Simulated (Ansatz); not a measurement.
**C4H6Si: one species, many methods**

An exercise on one series of results from a longer session: the logs are not shown, and one member is left open.

Program: Ansatz 0.2.0, Gaussian basis. Level of theory: functionals in def2-TZVPP, the program's frozen cores in correlated methods. These are calculated values, not measurements.

Plan: PBE-D4, r2SCAN-D4, PBE0-D4, B3LYP-D4, ωB97X-V, ωB97M-V, B2PLYP; CCSD(T)/def2-TZVPP; MP2/def2-QZVPP; extrapolation to the limit.

**The relaxed structure**

The geometry comes from an earlier relaxation with PBE0-D4 in a triple-zeta def2 set; it is a stationary point, not always the lowest conformer.

11 atoms, charge 0, spin multiplicity 1.

Atoms are counted from 1 here; the program's logs count them from 0.

Bond lengths: C1–C2 1.331 Å, C1–H6 1.085 Å, C1–H7 1.083 Å, C2–C3 1.442 Å, C2–H8 1.089 Å, C3–C4 1.338 Å, C3–Si5 1.815 Å, C4–Si5 1.805 Å, C4–H9 1.083 Å, Si5–H10 1.483 Å, Si5–H11 1.483 Å. Angles: C2–C1–H6 120.7°, C2–C1–H7 121.7°, H6–C1–H7 117.6°, C1–C2–C3 123.1°, C1–C2–H8 119.9°, C3–C2–H8 117.0°, C2–C3–C4 137.8°, C2–C3–Si5 154.3°, C4–C3–Si5 67.9°, C3–C4–Si5 68.7°, C3–C4–H9 135.6°, Si5–C4–H9 155.7°, C3–Si5–C4 43.4°, C3–Si5–H10 121.6°, C3–Si5–H11 121.6°, C4–Si5–H10 121.7°, C4–Si5–H11 121.7°, H10–Si5–H11 111.3°.

As a file:

```xyz
11
charge 0, multiplicity 1
C    -1.91023   -0.65610    0.51909
C    -0.76191   -0.19074    1.00558
C     0.36779    0.14320    0.17415
C     1.61106    0.61077    0.33258
Si    1.23993    0.31329   -1.40873
H    -2.03986   -0.80412   -0.54769
H    -2.74473   -0.90012    1.16556
H    -0.64523   -0.04687    2.07868
H     2.22289    0.91196    1.17447
H     1.78013   -0.86519   -2.12976
H     0.94547    1.42701   -2.34332
```

The first run:

in.yaml reads:

```yaml
crystal:
  periodic: [false, false, false]
  atoms:
    - {symbol: C, position_ang: [-1.910228, -0.656100, 0.519095]}
    - {symbol: C, position_ang: [-0.761911, -0.190737, 1.005582]}
    - {symbol: C, position_ang: [0.367787, 0.143197, 0.174146]}
    - {symbol: C, position_ang: [1.611057, 0.610774, 0.332576]}
    - {symbol: Si, position_ang: [1.239932, 0.313293, -1.408734]}
    - {symbol: H, position_ang: [-2.039865, -0.804118, -0.547686]}
    - {symbol: H, position_ang: [-2.744729, -0.900121, 1.165561]}
    - {symbol: H, position_ang: [-0.645231, -0.046866, 2.078679]}
    - {symbol: H, position_ang: [2.222892, 0.911962, 1.174465]}
    - {symbol: H, position_ang: [1.780129, -0.865192, -2.129761]}
    - {symbol: H, position_ang: [0.945470, 1.427008, -2.343321]}
basis:
  gaussian: {orbitals: def2-TZVPP}
hamiltonian: {xc: pbe, dispersion: d4}
output: {forces: true, orbitals: {seedname: orbitals}}
```

Started as:

```sh
> ansatz run in.yaml --threads 4 --pin off --events-out ev --progress --plain --max-ram 10444MiB
```

Among the steps run: PBE-D4 (GGA); r2SCAN-D4 (meta-GGA); PBE0-D4 (hybrid); B3LYP-D4 (hybrid); ωB97X-V (range-separated); ωB97M-V (range-separated); B2PLYP (double hybrid); CCSD(T) in def2-TZVPP; MP2 in def2-QZVPP.

One table of the session follows, with a row left open; its other results are not shown here.

```
            method  atomisation energy (kcal/mol)
            PBE-D4                         1093.8
         r2SCAN-D4                         1071.0
           PBE0-D4                         1075.4
          B3LYP-D4                         1066.3
           ωB97X-V                              ?
           ωB97M-V                         1067.7
            B2PLYP                         1055.7
     HF/def2-TZVPP                          786.5
    MP2/def2-TZVPP                         1056.1
   CCSD/def2-TZVPP                         1018.7
CCSD(T)/def2-TZVPP                         1036.8
           MP2/CBS                         1082.2
       CCSD(T)/CBS                         1062.9
```

**Question.** Estimate the row for ωB97X-V.

**Answer.** atomisation energy (kcal/mol): 1065.9. In the column «atomisation energy (kcal/mol)» it lies between CCSD(T)/CBS (1062.9) and B3LYP-D4 (1066.3).
